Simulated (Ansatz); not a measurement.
**C₅HAlF₈O₂: a ladder of functionals and wavefunction methods**

An exercise on one series of results from a longer session: the logs are not shown, and one member is left open.

Method: functionals in def2-TZVPP, the program's frozen cores in correlated methods; program: Ansatz 0.2.0, Gaussian basis.

The runs, in order: LDA (SPW92), PBE-D4, revPBE-D4, BLYP-D4, r2SCAN-D4, B97M-V, PBE0-D4, B3LYP-D4, r2SCANh-D4, r2SCAN0-D4, HSE06-D4, BHLYP-D4, CAM-B3LYP-D4, LC-ωPBE, ωB97X-V, ωB97M-V, B2PLYP, PBE-QIDH; CCSD(T)/def2-SVP; CCSD(T)/def2-TZVPP; MP2/def2-QZVPP; extrapolation to the limit; RPA on PBE.

## Structure used throughout

All runs share one geometry, relaxed beforehand with PBE0-D4 in a triple-zeta def2 set.

SMILES `FC(F)(F)C1=CC(C(F)(F)F)=[O+][Al-]([F])([F])[O]1`, 17 atoms, charge 0, spin multiplicity 1.

Atoms are counted from 1 here; the program's logs count them from 0.

Bond lengths: F1–C2 1.317 Å, C2–F3 1.334 Å, C2–F4 1.334 Å, C2–C5 1.538 Å, C5–C6 1.387 Å, C5–O16 1.260 Å, C6–C7 1.387 Å, C6–H17 1.080 Å, C7–C8 1.538 Å, C7–O12 1.260 Å, C8–F9 1.334 Å, C8–F10 1.334 Å, C8–F11 1.317 Å, O12–Al13 1.819 Å, Al13–F14 1.640 Å, Al13–F15 1.640 Å, Al13–O16 1.819 Å. Angles: F1–C2–F3 108.9°, F1–C2–F4 108.9°, F1–C2–C5 111.6°, F3–C2–F4 108.0°, F3–C2–C5 109.7°, F4–C2–C5 109.7°, C2–C5–C6 117.8°, C2–C5–O16 115.9°, C6–C5–O16 126.3°, C5–C6–C7 120.2°, C5–C6–H17 119.9°, C7–C6–H17 119.9°, C6–C7–C8 117.8°, C6–C7–O12 126.3°, C8–C7–O12 115.9°, C7–C8–F9 109.7°, C7–C8–F10 109.7°, C7–C8–F11 111.6° and more.

The first run:

The input, in.yaml:

```yaml
crystal:
  periodic: [false, false, false]
  atoms:
    - {symbol: F, position_ang: [-2.495690, 2.336440, -1.022733]}
    - {symbol: C, position_ang: [-1.554273, 2.145388, -0.121407]}
    - {symbol: F, position_ang: [-2.105223, 2.177397, 1.092829]}
    - {symbol: F, position_ang: [-0.671275, 3.141872, -0.200444]}
    - {symbol: C, position_ang: [-0.837071, 0.800684, -0.328851]}
    - {symbol: C, position_ang: [0.183045, 0.469034, 0.551114]}
    - {symbol: C, position_ang: [0.864117, -0.731476, 0.410091]}
    - {symbol: C, position_ang: [1.985777, -1.042111, 1.415592]}
    - {symbol: F, position_ang: [1.489446, -1.049968, 2.653529]}
    - {symbol: F, position_ang: [2.920853, -0.093153, 1.351774]}
    - {symbol: F, position_ang: [2.544909, -2.209709, 1.172199]}
    - {symbol: O, position_ang: [0.656713, -1.608328, -0.470763]}
    - {symbol: Al, position_ang: [-0.595431, -1.523022, -1.787104]}
    - {symbol: F, position_ang: [-1.739959, -2.667906, -1.525766]}
    - {symbol: F, position_ang: [0.150348, -1.396525, -3.242008]}
    - {symbol: O, position_ang: [-1.244311, 0.103636, -1.296360]}
    - {symbol: H, position_ang: [0.448035, 1.147727, 1.348298]}
basis:
  gaussian: {orbitals: def2-TZVPP}
hamiltonian: {xc: lda}
output: {orbitals: {seedname: orbitals}}
```

Started as:

```bash
$ ansatz run in.yaml --threads 11 --pin off --events-out ev --progress --plain --max-ram 120832MiB --backend cuda --devices 0, --max-vram 75GiB
```

Among the steps run: LDA; PBE-D4 (GGA); revPBE-D4 (GGA); BLYP-D4 (GGA); r2SCAN-D4 (meta-GGA); B97M-V (meta-GGA); B3LYP-D4 (hybrid); r2SCANh-D4 (hybrid); r2SCAN0-D4 (hybrid); HSE06-D4 (hybrid); BHLYP-D4 (hybrid); CAM-B3LYP-D4 (range-separated); LC-ωPBE (range-separated); ωB97X-V (range-separated); ωB97M-V (range-separated); B2PLYP (double hybrid); PBE-QIDH (double hybrid).

One of the session's tables, all rows but one given; the rest of the session is left out.

It belongs to the step «Frontier levels by functional». 

```
  functional  HOMO (eV)  LUMO (eV)  gap (eV)
 LDA (SPW92)      -8.18      -4.95      3.23
      PBE-D4      -7.88      -4.61      3.28
   revPBE-D4      -7.78      -4.48      3.30
     BLYP-D4      -7.75      -4.48      3.27
   r2SCAN-D4      -8.18      -4.57      3.61
      B97M-V      -8.16      -4.44      3.71
     PBE0-D4      -9.11      -3.85      5.26
    B3LYP-D4      -8.91      -4.06      4.85
  r2SCANh-D4      -8.64      -4.28      4.35
  r2SCAN0-D4      -9.32      -3.83      5.49
    HSE06-D4      -8.71      -4.23      4.49
    BHLYP-D4          ?          ?         ?
CAM-B3LYP-D4     -10.42      -2.79      7.64
     LC-ωPBE     -11.66      -1.68      9.97
     ωB97X-V     -11.32      -1.67      9.65
     ωB97M-V     -11.23      -1.70      9.53
```

**Question.** Estimate the row for BHLYP-D4.

Worked estimate for «HOMO (eV)». Against the share of exact exchange, BLYP-D4 (0, -7.75), B3LYP-D4 (0.2, -8.91) give a slope of -5.80 per unit share; at 0.5 the line stands at -10.65.

As computed: HOMO (eV): -10.21; LUMO (eV): -2.90; gap (eV): 7.31. In «HOMO (eV)» the line misses by -0.44.
